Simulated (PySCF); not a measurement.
**C₃H₈AsB: electronic excitations and core binding energies**

Aim: predict the electronic excitations and core binding energies of C₃H₈AsB (`C=CBC[AsH2]`).

Computed with PySCF 2.14.0, with density-fitted response routines of our own, on a single molecule in the gas phase. Atoms count from 0, in the outputs and in this text.

## Step 1: The starting structure

13 atoms, charge 0, multiplicity 1; geometry from: GFN2-xTB.

Bonds of the start (Å): C0–C1 1.33, C1–B2 1.55, B2–C3 1.55, C3–As4 2.01, C0–H5 1.08, C0–H6 1.08, C1–H7 1.09, B2–H8 1.17, C3–H9 1.09, C3–H10 1.09, As4–H11 1.50, As4–H12 1.50.

## Step 2: TDDFT and polarisability: CAM-B3LYP/def2-SVPD

Job settings and geometry (Å):

```
{"job": {"kind": "uv", "xc": "CAM-B3LYP", "basis": "def2-SVPD", "nstates": 8, "ntriplets": 3}, "charge": 0, "multiplicity": 1}
C      2.236327     0.758261     0.178905
C      1.080681     0.395154    -0.374567
B      0.130326    -0.682140     0.209391
C     -1.166034    -1.048742    -0.557097
As    -2.489397     0.285313     0.145735
H      2.887708     1.506293    -0.249740
H      2.583796     0.306270     1.094817
H      0.801359     0.889753    -1.303368
H      0.356419    -1.160559     1.257060
H     -1.151544    -0.903354    -1.640305
H     -1.595613    -2.032844    -0.353832
H     -2.070361     0.194572     1.585842
H     -1.608057     1.492507    -0.010569
```

Method: TDDFT CAM-B3LYP/def2-SVPD, vertical, gas phase, core orbitals frozen in the response.

The run is started by

```
$ OMP_NUM_THREADS=1 python probes_run.py task.json out
```

The driver reads the jobs from task.json and runs them one after another.

Log:

```text
coarse grid: 47832 points
cycle   1  E = -2379.4431763417  dE = -3.861e-01  |g| = 3.660e-01  |ddm| = 5.634e+00
cycle   2  E = -2379.4530130905  dE = -9.837e-03  |g| = 3.254e-01  |ddm| = 9.126e-01
cycle   3  E = -2379.4748402070  dE = -2.183e-02  |g| = 4.759e-02  |ddm| = 4.736e-01
cycle   4  E = -2379.4753586334  dE = -5.184e-04  |g| = 2.556e-02  |ddm| = 1.035e-01
cycle   5  E = -2379.4755318805  dE = -1.732e-04  |g| = 4.094e-03  |ddm| = 4.960e-02
cycle   6  E = -2379.4755374013  dE = -5.521e-06  |g| = 1.358e-03  |ddm| = 9.271e-03
final grid: 100888 points
cycle   7  E = -2379.4755339975  dE = -2.955e-07  |g| = 1.341e-03  |ddm| = 6.483e-03
cycle   8  E = -2379.4755339338  dE =  6.368e-08  |g| = 1.500e-03  |ddm| = 3.423e-03
cycle   9  E = -2379.4755344407  dE = -5.070e-07  |g| = 1.015e-04  |ddm| = 1.766e-03
cycle  10  E = -2379.4755344444  dE = -3.688e-09  |g| = 4.369e-05  |ddm| = 2.303e-04
cycle  11  E = -2379.4755344456  dE = -1.201e-09  |g| = 1.531e-05  |ddm| = 1.609e-04
cycle  12  E = -2379.4755344457  dE = -8.458e-11  |g| = 2.672e-06  |ddm| = 3.351e-05
converged SCF energy = -2379.4755344457

Static polarisability (au): isotropic 86.935, principal 70.734 74.431 115.641

Singlet excitations
state   eV       nm        f      main configurations
  1   5.2761    235.0   0.37019   H->L 0.89
  2   5.7537    215.5   0.01219   H-2->L 0.92
  3   6.3733    194.5   0.16339   H-1->L 0.76
  4   6.5363    189.7   0.10063   H->L+1 0.81
  5   6.7681    183.2   0.05290   H-3->L 0.38, H->L+2 0.29, H-5->L 0.09
  6   6.8761    180.3   0.06346   H->L+3 0.62, H->L+2 0.14, H->L+4 0.10
  7   7.0956    174.7   0.01162   H->L+2 0.43, H-3->L 0.22, H->L+3 0.10
  8   7.5596    164.0   0.04894   H-4->L 0.34, H-5->L 0.28, H-3->L 0.24

Triplet excitations (Tamm-Dancoff, eV): 3.7473 4.7665 5.2789
```

Run time: 35 s. Hardware: 1 thread of Arm Neoverse V2, shared host; peak memory 0.77 GiB.

The orbitals next to the gap, with their largest atomic shares:

```
orbital      eV                        atoms
 HOMO−3  -10.85   As4 29 %, C3 26 %, B2 12 %
 HOMO−2  -10.26    B2 26 %, C1 25 %, H8 14 %
 HOMO−1   -9.70     C1 32 %, C0 29 %, B2 9 %
   HOMO   -8.45    As4 48 %, C3 15 %, C0 9 %
   LUMO   -0.46    B2 28 %, C0 23 %, C1 16 %
 LUMO+1    1.09   As4 32 %, B2 24 %, C3 10 %
 LUMO+2    1.51  As4 38 %, H11 15 %, C3 10 %
```

With each of the 8 states as a Gaussian band of 0.4 eV half-width at 1/e, the curve within the window shown has maxima at 235 nm (ε 15,000), 190 nm (ε 13,000) L/(mol cm). Beyond the last state computed it falls off for lack of states. The curve at chosen wavelengths:

| nm | ε (L/mol/cm) |
| --- | --- |
| 158 | 1149 |
| 162 | 1978 |
| 167 | 2556 |
| 171 | 3218 |
| 175 | 4822 |
| 179 | 7296 |
| 184 | 10548 |
| 188 | 12249 |
| 192 | 12393 |
| 197 | 10277 |
| 201 | 7618 |
| 205 | 5223 |
| 209 | 3875 |
| 214 | 4172 |
| 218 | 5937 |
| 222 | 8638 |
| 226 | 11575 |
| 231 | 14346 |
| 235 | 15113 |
| 239 | 14427 |
| 244 | 12005 |
| 248 | 9465 |
| 252 | 6941 |
| 256 | 4768 |
| 261 | 2746 |
| 265 | 1665 |

Leading natural transition orbitals of singlet state 1: the hole lies on As4 35 %; C3 18 %; B2 11 %; the particle on B2 38 %; C0 16 %; As4 11 %.

Ground-state properties from the same run:

```
           property  computed
  dipole moment (D)      0.51
polarisability (Å³)     12.88
 HOMO–LUMO gap (eV)      7.99
      −ε(HOMO) (eV)      8.45
```

The fields below are evaluated on a grid from the run's orbitals.

Frontier orbitals at CAM-B3LYP/def2-SVPD, with the share of their density that lies nearest to each atom:

```
orbital  energy (eV)                     lies on
   HOMO        -8.45   As4 46 %; C3 12 %; C0 9 %
   LUMO        -0.46  B2 32 %; C0 19 %; As4 11 %
```

ELF in a plane through or near 4 of the atoms.

Ten even steps from ' ' (0.00) to '@' (1.00):
```
                                                        
                                                        
                              ......                    
                            --%%%%**......::..          
                          ..##@@@@@@++==++****--      ..
                          ..##@@@@@@##**%%@@@@##--......
        ::++==::::----::    ==@@@@%%..::--%%@@@@**....  
      ..##@@@@##==++**++::    ==##--++**--**@@@@##      
      ::%%@@@@%%**%%%%**++::    ::::==##::##@@%%++      
      ::##@@@@**..%%%%++%%##--::==**--..--##%%**::      
        ..--++==::****##@@::..**%%**##++::::..          
          ..==****++==####**%%==%%++**++::              
            ::====::..----    ++##**@@@@%%::            
            ........  ..::::--==--++@@@@@@**            
                        ........  ::%%@@@@--            
                                    ::==::              
                                                        
                                                        
                                                        
                                                        
```
The map spans 11.6 Å across and 9.0 Å up, centred on the molecule. Atoms in the plane (x, y in Å): C0 (-2.4, 0.0), B2 (0.1, -0.7), As4 (2.3, 1.0), H12 (1.1, 1.9).

On the surface of density 0.002 e/bohr³ the electrostatic potential runs, from the 1st to the 99th percentile, from -0.53 V near As4 to 0.87 V near H12.

## Step 3: Core holes by ΔSCF: SCAN, X2C

Same as in step 2 but for these lines:

```diff
@@ -1,2 +1,2 @@
-{"job": {"kind": "uv", "xc": "CAM-B3LYP", "basis": "def2-SVPD", "nstates": 8, "ntriplets": 3}, "charge": 0, "multiplicity": 1}
+{"job": {"kind": "xps"}, "charge": 0, "multiplicity": 1}
 C      2.236327     0.758261     0.178905
```

Level: delta-SCF UKS SCAN, pcX-2 on the ionised atom, pcseg-1 elsewhere, spin-free X2C.

Log:

```text
ground state, core basis on atom 0 (C), 154 functions
  cycle   1  E = -2399.25291479  |g| = 4.98e-01
  cycle   2  E = -2399.16369172  |g| = 7.17e-01
  cycle   3  E = -2399.31950857  |g| = 1.31e-01
  cycle   4  E = -2399.32430736  |g| = 5.30e-02
  cycle   5  E = -2399.32496009  |g| = 1.93e-02
  cycle   6  E = -2399.32508924  |g| = 5.53e-03
  cycle   7  E = -2399.32509445  |g| = 1.36e-03
  cycle   8  E = -2399.32509489  |g| = 4.78e-04
  E(ground) = -2399.23371849 Eh
hole in C 1s of atom 0
  cycle   1  E = -2388.07259977  |g| = 1.50e+00
  cycle   2  E = -2386.45442551  |g| = 2.05e+00
  cycle   3  E = -2388.41137969  |g| = 5.93e-01
  cycle   4  E = -2388.49262295  |g| = 4.78e-01
  cycle   5  E = -2388.64184339  |g| = 1.52e-01
  cycle   6  E = -2388.66027263  |g| = 5.84e-02
  cycle   7  E = -2388.66264498  |g| = 2.20e-02
  cycle   8  E = -2388.66292113  |g| = 6.63e-03
  cycle   9  E = -2388.66296096  |g| = 2.88e-03
  cycle  10  E = -2388.66297446  |g| = 2.02e-03
  cycle  11  E = -2388.66298106  |g| = 1.02e-03
  cycle  12  E = -2388.66298160  |g| = 4.51e-04
  E(ion) = -2388.57104471 Eh   <S^2> = 0.8018   hole on atom = 1.000   binding energy = 290.146 eV
ground state, core basis on atom 1 (C), 154 functions
  cycle   1  E = -2399.32471290  |g| = 6.30e-02
  cycle   2  E = -2399.32378575  |g| = 6.54e-02
  cycle   3  E = -2399.32452805  |g| = 3.91e-02
  cycle   4  E = -2399.32496028  |g| = 6.15e-03
  cycle   5  E = -2399.32497275  |g| = 1.12e-03
  cycle   6  E = -2399.32497341  |g| = 2.94e-04
  E(ground) = -2399.23352330 Eh
hole in C 1s of atom 1
  cycle   1  E = -2388.09804489  |g| = 1.51e+00
  cycle   2  E = -2386.11010431  |g| = 2.10e+00
  cycle   3  E = -2388.30403458  |g| = 7.11e-01
  cycle   4  E = -2388.61513035  |g| = 3.48e-01
  cycle   5  E = -2388.65999713  |g| = 1.68e-01
  cycle   6  E = -2388.67430088  |g| = 3.64e-02
  cycle   7  E = -2388.67515929  |g| = 1.29e-02
  cycle   8  E = -2388.67527562  |g| = 9.00e-03
  cycle   9  E = -2388.67537566  |g| = 3.95e-03
  cycle  10  E = -2388.67541473  |g| = 2.77e-03
  cycle  11  E = -2388.67543491  |g| = 1.75e-03
  cycle  12  E = -2388.67544734  |g| = 1.31e-03
  cycle  13  E = -2388.67545144  |g| = 4.78e-04
  E(ion) = -2388.58290875 Eh   <S^2> = 0.8112   hole on atom = 1.000   binding energy = 289.818 eV
ground state, core basis on atom 2 (B), 154 functions
  cycle   1  E = -2399.31661761  |g| = 5.12e-02
  cycle   2  E = -2399.31596384  |g| = 5.40e-02
  cycle   3  E = -2399.31655961  |g| = 3.10e-02
  cycle   4  E = -2399.31683568  |g| = 7.02e-03
  cycle   5  E = -2399.31685174  |g| = 1.01e-03
  cycle   6  E = -2399.31684950  |g| = 2.30e-04
  E(ground) = -2399.22626056 Eh
hole in B 1s of atom 2
  cycle   1  E = -2391.72805802  |g| = 1.17e+00
  cycle   2  E = -2389.98470759  |g| = 1.91e+00
  cycle   3  E = -2391.95767537  |g| = 5.04e-01
  cycle   4  E = -2392.03772725  |g| = 3.72e-01
  cycle   5  E = -2392.12959623  |g| = 1.77e-01
  cycle   6  E = -2392.15182005  |g| = 9.11e-02
  cycle   7  E = -2392.15738246  |g| = 2.20e-02
  cycle   8  E = -2392.15770900  |g| = 8.95e-03
  cycle   9  E = -2392.15779467  |g| = 4.28e-03
  cycle  10  E = -2392.15783496  |g| = 3.80e-03
  cycle  11  E = -2392.15786731  |g| = 2.55e-03
  cycle  12  E = -2392.15787696  |g| = 1.17e-03
  cycle  13  E = -2392.15788038  |g| = 6.10e-04
  cycle  14  E = -2392.15788173  |g| = 2.83e-04
  E(ion) = -2392.06773477 Eh   <S^2> = 0.8420   hole on atom = 1.000   binding energy = 194.793 eV
ground state, core basis on atom 3 (C), 154 functions
  cycle   1  E = -2399.32499267  |g| = 5.70e-02
  cycle   2  E = -2399.32490403  |g| = 2.23e-02
  cycle   3  E = -2399.32476880  |g| = 3.04e-02
  cycle   4  E = -2399.32504621  |g| = 4.78e-03
  cycle   5  E = -2399.32505126  |g| = 9.70e-04
  cycle   6  E = -2399.32505273  |g| = 1.61e-04
  E(ground) = -2399.23321402 Eh
hole in C 1s of atom 3
  cycle   1  E = -2388.08651623  |g| = 1.51e+00
  cycle   2  E = -2387.10626419  |g| = 1.95e+00
  cycle   3  E = -2388.56432531  |g| = 4.46e-01
  cycle   4  E = -2388.60355833  |g| = 3.17e-01
  cycle   5  E = -2388.66506694  |g| = 1.05e-01
  cycle   6  E = -2388.67123269  |g| = 2.67e-02
  cycle   7  E = -2388.67158199  |g| = 9.39e-03
  cycle   8  E = -2388.67163000  |g| = 3.16e-03
  cycle   9  E = -2388.67164000  |g| = 8.55e-04
  cycle  10  E = -2388.67164088  |g| = 4.11e-04
  E(ion) = -2388.57867709 Eh   <S^2> = 0.7706   hole on atom = 1.000   binding energy = 289.925 eV
```

Run time: 45 s. Hardware: 1 thread of Arm Neoverse V2, shared host; peak memory 0.67 GiB.

The holes in one table. −ε is the ground-state orbital energy:

```
     hole  stands for                 environment  ΔSCF (eV)  −ε (eV)   ⟨S²⟩
C1s on C0          C0        terminal =CH2 carbon     290.15    273.8  0.802
C1s on C1          C1                   alkene CH     289.82    273.1  0.811
B1s on B2          B2      boron bonded to 2 C, H     194.79    179.6  0.842
C1s on C3          C3  sp3 CH2 bonded to As and B     289.92    273.5  0.771
```

## Step 4: Summary of results

| quantity | value |
| --- | --- |
| lowest singlet (CAM-B3LYP/def2-SVPD) | 5.28 eV (235 nm), f = 0.370 |
| lowest triplet | 3.75 eV |
| surface potential, 1st and 99th percentile | -0.53 V and 0.87 V |
| C1s binding energies, SCAN/pcX-2 | C0 290.15, C3 289.92, C1 289.82 eV |
| B1s binding energies, SCAN/pcX-2 | B2 194.79 eV |

What this shows: The first singlet state (HOMO→LUMO 0.89) lies at 5.28 eV and is bright. The lowest triplet lies 1.53 eV below the lowest singlet (triplets in Tamm-Dancoff, singlets in full TDDFT). At CAM-B3LYP/def2-SVPD, counted by nearest atom on the grid, the HOMO lies on As4 46 %; C3 12 %, the LUMO on B2 32 %; C0 19 %. C0 (terminal =CH2 carbon) binds its C1s electron 0.33 eV more tightly than C1 (alkene CH).
